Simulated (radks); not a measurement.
# Hg⁴⁵⁺ in [Ar] 3d10 4s2 4p5: an all-electron calculation

One table from this session's results is given with a row withheld; the runs are named, their logs left out.

Program: radks (a radial shooting solver on a logarithmic mesh, Libxc functionals) version 1. Level of theory: Dirac Kohn-Sham, HCTH/407, spin-unpolarised, spherical densities, finite nucleus; open shells fill j = l - 1/2 first. These are calculated values, not measurements, unless marked.

**The atom as given**

```
element            : mercury (Z = 80)
charge             : +45
electrons          : 35
configuration      : [Ar] 3d10 4s2 4p5
nuclear rms radius : 5.4648 fm
```

The first run:

The run's settings:

```text
Z 80
configuration [Ar] 3d10 4s2 4p5
relativity Dirac
functional hcth_407
spin unpolarised
j_filling energy
nucleus finite rms 5.4648 fm
c 137.035999084
```

Steps of the session up to this table: Self-consistent calculation.

One table of the session follows, with a row left open; its other results are not shown here.

It belongs to the step «Orbitals and density». Radial moments (bohr):

| level | <r> | outermost maximum (interpolated) | 90 % within | nodes |
| --- | --- | --- | --- | --- |
| 1s1/2 | 0.01660 | 0.0102 | 0.0304 | 0 |
| 2s1/2 | 0.06920 | 0.0594 | 0.108 | 1 |
| 2p1/2 | ? | ? | ? | ? |
| 2p3/2 | 0.06550 | 0.0511 | 0.106 | 0 |
| 3s1/2 | 0.1776 | 0.166 | 0.261 | 2 |
| 3p1/2 | 0.1678 | 0.155 | 0.252 | 1 |
| 3p3/2 | 0.1827 | 0.169 | 0.273 | 1 |
| 3d3/2 | 0.1585 | 0.131 | 0.245 | 0 |
| 3d5/2 | 0.1630 | 0.135 | 0.251 | 0 |
| 4s1/2 | 0.3573 | 0.353 | 0.505 | 3 |
| 4p1/2 | 0.3529 | 0.348 | 0.505 | 2 |
| 4p3/2 | 0.3745 | 0.371 | 0.534 | 2 |

Estimate the missing values for 2p1/2.

The run gave: <r>: 0.05687; outermost maximum (interpolated): 0.0436; 90 % within: 0.0949; nodes: 0. In the column «<r>» it lies between 1s1/2 (0.01660) and 2p3/2 (0.06550).

Caveats from the session: Spin polarisation and multiplet splitting are left out.
